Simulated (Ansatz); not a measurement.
Consider a convergence test of the plane-wave cutoff of Tl3Zn, space group Fm-3m (Ansatz 0.2.0 through its Python package).

`ecut.py`:
```python
'''Cutoff test for Tl3Zn.'''

from dataclasses import dataclass
import warnings

import ansatz as az
import numpy as np
from tabulate import tabulate


@dataclass
class Settings:
    xc: str = 'mr2scan'
    n_empty: int = 16
    occupations: str = 'fermi_dirac'
    k_length: int = 17


opts = Settings()

warnings.simplefilter('ignore', az.DeckWarning)

vectors = np.array([
    [0.0, 3.831126, 3.831126],
    [3.831126, 0.0, 3.831126],
    [3.831126, 3.831126, 0.0],
])
cell = (
    az.Lattice.of(vectors)
    .atom('Zn', (0.0, 0.0, 0.0))
    .atom('Tl', (0.5, 0.5, 0.5))
    .atom('Tl', (0.25, 0.25, 0.25))
    .atom('Tl', (0.75, 0.75, 0.75))
)

base = (
    cell.calculation()
    .functional(opts.xc)
    .mixing('anderson', preconditioner='none')
    .scf(extra_bands=opts.n_empty)
    .occupations(opts.occupations)
    .kpoints(length=opts.k_length)
)

rows = []
for value in [250, 325, 400, 475, 550, 625]:
    r = base.basis(value).run(threads=1, backend='cpu').report
    rows.append((value, r['free_energy_ev'] / len(r['lattice']['sites']), r['n_iterations'], r['n_pw']))

print(tabulate(rows, headers=['cutoff (eV)', 'F/atom (eV)', 'iterations', 'plane waves'], floatfmt='.4f', tablefmt='simple'))

# differences from the last row
for row in rows[:-1]:
    shift = 1000 * (row[1] - rows[-1][1])
    print(f'{row[0]}: {shift:+.2f} meV/atom' + ('  (within 1 meV)' if abs(shift) < 1 else ''))
```

How fast does the energy converge with the cutoff (threshold 1 meV an atom)?

From 475 eV on it stays within 1 meV an atom of the value at 625 eV; the first row (250 eV) is off by 848.4 meV and the last but one by 0.05 meV. The energy falls steadily, as expected when plane waves are added. The last run costs about 3.2 times the first.

What the script printed:

Running `python ecut.py` prints:
```text
  cutoff (eV)    F/atom (eV)    iterations    plane waves
-------------  -------------  ------------  -------------
          250     -9424.2665             8            965
          325     -9425.0963             8           1459
          400     -9425.1129             7           2085
          475     -9425.1145             8           2685
          550     -9425.1148             8           3287
          625     -9425.1149             8           3943
250: +848.35 meV/atom
325: +18.57 meV/atom
400: +1.96 meV/atom
475: +0.37 meV/atom  (within 1 meV)
550: +0.05 meV/atom  (within 1 meV)
```

Reading the output:
- For a metal this k-point mesh is coarse: on a finer one energies can move by several to tens of meV an atom and pressures by half a GPa or more, differences at one mesh by less.
- Spin-orbit coupling, which matters for elements this heavy, is left out.
- The structure comes from a database of computed cells and needn't be a stable or known phase.
- Shifts are counted from the last row, which is itself no proven limit.
- The script silences the warnings on its input, which a real study should read.
- It ran for 26 s on 1 thread of Arm Neoverse V1, on a shared host, peak memory 0.74 GiB.

(Lines on the test bed's own set-up are left out of the output.)
